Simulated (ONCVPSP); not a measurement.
**Pseudopotential generation for Sm: ONCV, LDA (Perdew-Wang 92)**

Task: generate the file, and judge it by its errors in other configurations, its logarithmic derivatives, its ghosts and its cutoff.

Program: ONCVPSP 4.0.1. Reference atom: LDA (Perdew-Wang 92), scalar-relativistic, spherical and spin-unpolarised. All values are calculated.

## 1. The atom and the settings

The settings as typed:

```json
{
 "element": "samarium (Sm, Z = 62)",
 "type": "optimised norm-conserving Vanderbilt (ONCV)",
 "frozen core": "[Kr] 4d10",
 "valence charge": "16",
 "reference configuration": "4f6 5s2 5p6 6s1.5 (charge +0.5)",
 "partial waves": "5s+6s: rc 2.30 bohr, ncon 4, nbas 7, qcut 5.7 1/bohr, 3 projectors, debl 3.3 Ha; 5p: rc 1.95 bohr, ncon 3, nbas 6, qcut 8.8 1/bohr, 2 projectors, debl 3.8 Ha; d scattering state at 0.36 Ha: rc 1.80 bohr, ncon 3, nbas 6, qcut 5.3 1/bohr, 3 projectors, debl 2.3 Ha; 4f: rc 1.05 bohr, ncon 3, nbas 8, qcut 15.3 1/bohr, 2 projectors, debl 1 Ha",
 "local potential": "polynomial inside 0.80 bohr (lpopt 5, dvloc0 3 Ha)",
 "core correction": "not asked for"
}
```

The nodes and maxima of the atom's own shells, from an earlier all-electron run, set the scale for the radii.

All-electron outer shells of the reference configuration (LDA (PZ), scalar-relativistic, ld1.x):

```
shell  level (eV)  outermost node (bohr)  outermost maximum (bohr)
   5s      -46.36                   0.69                      1.27
   5p      -26.29                   0.74                      1.43
   6s       -6.13                   1.69                      3.48
   4f       -5.61                      –                      0.61
   5d       -4.51                   0.84                      2.17
   6p       -3.27                   2.04                      4.59
```

## 2. The generation run

File Sm.dat:

```
# ATOM AND REFERENCE CONFIGURATION
# atsym  z   nc   nv     iexc    psfile
  Sm 62.00    9    4  -001012      upf
#
#   n    l    f
    1    0    2.00
    2    0    2.00
    2    1    6.00
    3    0    2.00
    3    1    6.00
    3    2   10.00
    4    0    2.00
    4    1    6.00
    4    2   10.00
    4    3    6.00
    5    0    2.00
    5    1    6.00
    6    0    1.50
#
# PSEUDOPOTENTIAL AND OPTIMIZATION
# lmax
    3
#
#   l,   rc,      ep,       ncon, nbas, qcut
    0    2.30    0.00    4    7    5.70
    1    1.95    0.00    3    6    8.80
    2    1.80    0.36    3    6    5.30
    3    1.05    0.00    3    8   15.30
#
# LOCAL POTENTIAL
# lloc, lpopt,  rc(5),   dvloc0
    4    5    0.80    3.00
#
# VANDERBILT-KLEINMAN-BYLANDER PROJECTORs
# l, nproj, debl
    0    3    3.30
    1    2    3.80
    2    3    2.30
    3    2    1.00
#
# MODEL CORE CHARGE
# icmod, fcfact, rcfact
    0    0.00    0.00
#
# LOG DERIVATIVE ANALYSIS
# epsh1, epsh2, depsh
   -3.00    5.00    0.02
#
# OUTPUT GRID
# rlmax, drl
    6.00    0.01
#
# TEST CONFIGURATIONS
# ncnf
    4
# nvcnf
#   n    l    f
    4
    4    3    6.00
    5    0    2.00
    5    1    6.00
    6    0    2.00
#
    4
    4    3    6.00
    5    0    2.00
    5    1    6.00
    6    0    1.00
#
    4
    4    3    6.00
    5    0    2.00
    5    1    6.00
    6    0    0.00
#
    5
    4    3    6.00
    5    0    2.00
    5    1    6.00
    6    0    0.00
    6    1    2.00
#
```

On the command line:

```
oncvpsp.x < Sm.dat > Sm.out
```

**Question.** What will these runs give? Wanted: cutoffs for 1 and 0.1 mHa per electron, occupied waves; bound ghosts; GHOST(+) flags; largest phase difference near zero energy, channels read; projector energies reset by the program.

The runs gave:

| quantity | value |
| --- | --- |
| cutoffs for 1 and 0.1 mHa per electron, occupied waves | 100 Ha and 110 Ha |
| bound ghosts | s at -256.96 eV, p at -61.71 eV |
| GHOST(+) flags | d at 214 eV |
| largest phase difference near zero energy, channels read | 0.000 rad |
| projector energies reset by the program | d: 0.050, 2.350, 4.650 Ha |

A bound ghost (s, p) makes it unfit for use: electrons can fall into a state that the atom doesn't have. The potential is very hard: the looser tolerance needs 100 Ha. At the looser tolerance the 4f wave is the slowest; 5p needs 19 Ha. Near zero energy the phases of the channels with partial waves agree within 0.001 rad. The pseudo curves have a pole with no partner nearby in the atom's: p at -2.26 Ha. The program also flags highly localised states, GHOST(+) (d).
